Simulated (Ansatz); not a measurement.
Crystal: LaNi2P2.

```
La Ni P
1.0
    -2.00350    2.00350    4.81600
     2.00350   -2.00350    4.81600
     2.00350    2.00350   -4.81600
La Ni P
1 2 2
Direct
  0.00000 0.00000 0.00000
  0.25000 0.75000 0.50000
  0.75000 0.25000 0.50000
  0.62400 0.62400 0.00000
  0.37600 0.37600 0.00000
```

```yaml
Program: Ansatz 0.2.0
Task: relaxation of cell and atoms
Functional: PBE
Potentials_or_basis: Ansatz PAW
Cutoff: "420 eV (not typed: the program's choice for these potentials)"
k_mesh: 9 × 9 × 9
Occupations: fermi-dirac, width 0.05 eV
Spin: collinear spin, ferromagnetic start
Starting_moments: "[0.0, 1.0, 1.0, 0.0, 0.0] μB"
```

At the start: volume 15.47 Å³/atom.

Problem. Where does the relaxation end?

Solution. It ends after 6 steps and the volume is 15.55 Å³/atom (+0.6 %); space group I4/mmm (No. 139, to 0.05 Å); moment 0.00 μB per cell.

Step by step:
```tsv
step	energy change (eV)	largest force (eV/Å)	volume (Å³)
1	0.0000	0.6715	77.33
2	-0.0240	0.3884	77.55
3	-0.0404	0.0912	77.18
4	-0.0439	0.0196	78.05
5	-0.0444	0.0038	77.75
6	-0.0445	0.0038	77.75
```

Final structure:
```
La Ni P
1.0
    -2.00377    2.00377    4.84128
     2.00377   -2.00377    4.84128
     2.00377    2.00377   -4.84128
La Ni P
1 2 2
Direct
  0.00000 0.00000 0.00000
  0.25000 0.75000 0.50000
  0.75000 0.25000 0.50000
  0.63156 0.63156 0.00000
  0.36844 0.36844 0.00000
```

Caveat: the plane-wave basis is chosen anew once the cell has moved, so the energies of steps on either side of that aren't comparable; the starting moments weren't kept.
